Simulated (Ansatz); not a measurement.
I need a single point in a Gaussian basis of CH5BF2OSi, SMILES OC(F)(F)B[SiH3]. Use Ansatz's Python interface. Settings: CAM-B3LYP, def2-SVP basis, multiplicity 1.

```yaml
atoms:
  - { symbol: O, position_ang: [0.7808, -0.0676, -1.6392] }
  - { symbol: C, position_ang: [0.7431, -1.0274, -0.6702] }
  - { symbol: F, position_ang: [2.0263, -1.3345, -0.3836] }
  - { symbol: F, position_ang: [0.1905, -2.1539, -1.1441] }
  - { symbol: B, position_ang: [0.0252, -0.5450, 0.6527] }
  - { symbol: Si, position_ang: [-0.7425, 1.2583, 0.8587] }
  - { symbol: H, position_ang: [-0.1523, -0.0116, -2.0418] }
  - { symbol: H, position_ang: [-0.0003, -1.2605, 1.5826] }
  - { symbol: H, position_ang: [-1.3162, 1.4035, 2.2465] }
  - { symbol: H, position_ang: [0.3141, 2.2500, 0.6890] }
  - { symbol: H, position_ang: [-1.8032, 1.4316, -0.1300] }
```

Script `energy.py`:
```python
"""Electronic structure of the CH5BF2OSi molecule."""

import ansatz as az

BASIS_SET = "def2-SVP"
XC = "cam_b3lyp"

ch5bf2osi = (
    az.Crystal.molecule()
    .atom("O", [0.7808, -0.0676, -1.6392])
    .atom("C", [0.7431, -1.0274, -0.6702])
    .atom("F", [2.0263, -1.3345, -0.3836])
    .atom("F", [0.1905, -2.1539, -1.1441])
    .atom("B", [0.0252, -0.545, 0.6527])
    .atom("Si", [-0.7425, 1.2583, 0.8587])
    .atom("H", [-0.1523, -0.0116, -2.0418])
    .atom("H", [-0.0003, -1.2605, 1.5826])
    .atom("H", [-1.3162, 1.4035, 2.2465])
    .atom("H", [0.3141, 2.25, 0.689])
    .atom("H", [-1.8032, 1.4316, -0.13])
)

calculation = ch5bf2osi.calculation().basis(gaussian=BASIS_SET).functional(XC)
print(calculation.to_yaml())
trace = []
done = calculation.session().plan().execute(on_event=trace.append)
report = done.report
for event in trace:
    if event["event"] == "mean_field_evaluation" and event["data"]["evaluation"] <= 25:
        print("pass {evaluation:3d}  E = {energy_ev:.6f} eV  gradient {gradient_ev:.1e}".format(**event["data"]))

print("reference energy %16.6f eV" % report["reference_energy_ev"])
print("total energy     %16.6f eV" % report["free_energy_ev"])
print("occupied (up, down):", report["n_occupied"], " virtual:", report["n_virtual"], " frozen:", report["n_frozen"])
```

Running `python energy.py` prints:
```text
crystal:
  periodic: [false, false, false]
  atoms:
    - { symbol: O, position_ang: [0.7808, -0.0676, -1.6392] }
    - { symbol: C, position_ang: [0.7431, -1.0274, -0.6702] }
    - { symbol: F, position_ang: [2.0263, -1.3345, -0.3836] }
    - { symbol: F, position_ang: [0.1905, -2.1539, -1.1441] }
    - { symbol: B, position_ang: [0.0252, -0.545, 0.6527] }
    - { symbol: Si, position_ang: [-0.7425, 1.2583, 0.8587] }
    - { symbol: H, position_ang: [-0.1523, -0.0116, -2.0418] }
    - { symbol: H, position_ang: [-0.0003, -1.2605, 1.5826] }
    - { symbol: H, position_ang: [-1.3162, 1.4035, 2.2465] }
    - { symbol: H, position_ang: [0.3141, 2.25, 0.689] }
    - { symbol: H, position_ang: [-1.8032, 1.4316, -0.13] }
basis:
  gaussian:
    orbitals: def2-SVP
hamiltonian:
  xc: cam_b3lyp

pass   1  E = -17135.978612 eV  gradient 4.5e+01
pass   2  E = -17135.267460 eV  gradient 5.2e+01
pass   3  E = -17139.359819 eV  gradient 3.0e+00
pass   4  E = -17139.377543 eV  gradient 1.5e+00
pass   5  E = -17139.380992 eV  gradient 5.1e-01
pass   6  E = -17139.381416 eV  gradient 1.0e-01
pass   7  E = -17139.381471 eV  gradient 1.0e-01
pass   8  E = -17139.381496 eV  gradient 1.3e-02
pass   9  E = -17139.402850 eV  gradient 1.6e-01
pass  10  E = -17139.402903 eV  gradient 2.0e-02
pass  11  E = -17139.402904 eV  gradient 7.3e-03
pass  12  E = -17139.402904 eV  gradient 3.3e-03
pass  13  E = -17139.402904 eV  gradient 8.7e-04
pass  14  E = -17139.402904 eV  gradient 1.8e-04
pass  15  E = -17139.402904 eV  gradient 1.8e-04
pass  16  E = -17139.402904 eV  gradient 8.0e-05
pass  17  E = -17139.402904 eV  gradient 8.0e-05
reference energy    -17139.403020 eV
total energy        -17139.403020 eV
occupied (up, down): [28, 28]  virtual: [85, 85]  frozen: 0
```

Total energies depend on the basis set; only differences at equal settings carry meaning. The geometry is a force-field or estimated start, not a minimum of this method, and the basis set is short of its limit. Early passes use coarser integrals and grids, so their energies can't be compared with the last. Hardware and time: 4.9 s on 1 thread of Intel(R) Xeon(R) Platinum 8375C CPU @ 2.90GHz (Ice Lake), with other jobs on the host, peak memory 0.31 GiB.

(Lines on the test bed's own set-up are left out of the output.)
